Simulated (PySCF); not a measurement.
# CH7FOSi2: the cost of one run

Programs: PySCF 2.14.0, with density-fitted response routines of our own. Each step states its level of theory. These are calculated values for one molecule in the gas phase, unless marked as measured. Atoms count from 0, in the outputs and in this text.

## (1) The molecule as given

12 atoms, charge 0, multiplicity 1; geometry from: PBE0-D3(BJ)/def2-SVP.

Bonds of the start (Å): C0–Si1 1.87, Si1–O2 1.67, O2–Si3 1.64, Si3–F4 1.63, C0–H5 1.10, C0–H6 1.10, C0–H7 1.10, Si1–H8 1.49, Si1–H9 1.49, Si3–H10 1.48, Si3–H11 1.49.

## (2) NMR shieldings: PBE0/6-31G*

The job: settings as JSON, then the geometry in Å.

```
{"job": {"kind": "nmr", "xc": "PBE0", "basis": "6-31G*", "pop": true}, "charge": 0, "multiplicity": 1}
C     -1.616993     0.693394     0.121336
Si    -0.791381    -0.774616    -0.682432
O      0.764531    -0.944728    -0.088649
Si     2.040110    -0.084963     0.469544
F      1.847589     1.466835     0.023231
H     -1.681637     0.558072     1.212291
H     -2.637452     0.836989    -0.266849
H     -1.037124     1.608155    -0.077694
H     -1.514306    -2.043577    -0.381578
H     -0.717455    -0.594365    -2.163086
H      3.293922    -0.584732    -0.145559
H      2.081516    -0.112060     1.954106
```

Method: GIAO PBE0/6-31G* NMR shielding, non-relativistic, gas phase.

The run is started by

```console
$ OMP_NUM_THREADS=1 python probes_run.py task.json out
```

One launch serves the whole session: the jobs run in the order shown.

**Question.** How long does this first job take on 1 thread of Arm Neoverse V1, shared host, and how much memory does it need?

About 8.2 s, with a peak of 0.51 GiB.
